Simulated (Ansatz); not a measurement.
# MoS2: the cost of one run

Method: DFT PBEsol+U (U_eff = 6 eV on Mo d), plane waves, PAW, in Ansatz 0.2.0.

The COD entry's cell or inner coordinates are ideal or old and differ from later refinements, so a difference from it is no clean test against experiment.

### Step 1. The system as given

It takes space group R-3m (No. 166, trigonal). The conventional cell has a = 3.171 Å, b = 3.171 Å, c = 18.345 Å, α = 90.00°, β = 90.00°, γ = 120.00°. Mo (site symmetry -3m) is surrounded by 6 S at 2.39 Å. S (site symmetry 3m) is surrounded by 3 Mo at 2.39 Å.

Structure file:

```xyz
3
Lattice="1.5855 0.9154 6.1150 -1.5855 0.9154 6.1150 0.0000 -1.8308 6.1150" Properties=species:S:1:pos:R:3 pbc="T T T"
Mo    0.0000    0.0000    0.0000
S     0.0000    0.0000   13.7587
S     0.0000    0.0000    4.5862
```

Magnetic order typed: ferromagnetic.

An earlier series on this cell reached its lowest free state from «random orbitals: fully mixed, first filling», perhaps among other starts.

### Step 2. Random orbitals: single harmonics, second filling

The input, input.yaml:

```yaml
crystal:
  lattice:
    - [1.58550029, 0.91538902, 6.11499825]
    - [-1.58550029, 0.91538902, 6.11499825]
    - [0.0, -1.83077804, 6.11499825]
  atoms:
    - { symbol: Mo, position: [0.0, 0.0, 0.0], spin: 0.3 }
    - { symbol: S, position: [0.75, 0.75, 0.75] }
    - { symbol: S, position: [0.25, 0.25, 0.25] }
basis:
  ecutwfc: 420
  ecutrho_ratio: 4
kpoints:
  mp_grid: { grid: [7, 7, 7] }
hamiltonian:
  xc: pbesol
  hubbard:
    sites:
      - { site: 0, l: d, u_eff: 6.0, starting_ns: [{ spin: up, occupation_matrix: s0up }, { spin: down, occupation_matrix: s0down }] }
    occupation_matrices:
      s0up:
        matrix:
          - [0.02, 0.0, 0.0, 0.0, 0.0]
          - [0.0, 0.97, 0.0, 0.0, 0.0]
          - [0.0, 0.0, 0.02, 0.0, 0.0]
          - [0.0, 0.0, 0.0, 0.02, 0.0]
          - [0.0, 0.0, 0.0, 0.0, 0.02]
      s0down:
        matrix:
          - [0.97, 0.0, 0.0, 0.0, 0.0]
          - [0.0, 0.02, 0.0, 0.0, 0.0]
          - [0.0, 0.0, 0.02, 0.0, 0.0]
          - [0.0, 0.0, 0.0, 0.02, 0.0]
          - [0.0, 0.0, 0.0, 0.0, 0.02]
    ns_hold: until_converged
scf:
  occupations: { method: gaussian, width: 0.05 }
  lower_state_search: "off"
  max_iter: 150
output:
  forces: true
  stress: true
  eigenvalues: true
  populations: true
  hubbard: { sites: [{ site: 0, l: d }] }
magnetization:
  spin_polarized: true
```

The typed matrices put 0.97 on the chosen orbitals and 0.02 on the others, and are held until the SCF converges, then released.

The run is started by

```bash
$ ansatz run input.yaml --threads 2 --pin off --max-ram 3072MiB --backend cpu --events-out ev --progress --plain --runs-dir out
```

**Question.** How long does this run take on 2 threads of Arm Neoverse N1, shared host, and how much memory does it need?

About 49 s, with a peak of 0.49 GiB.
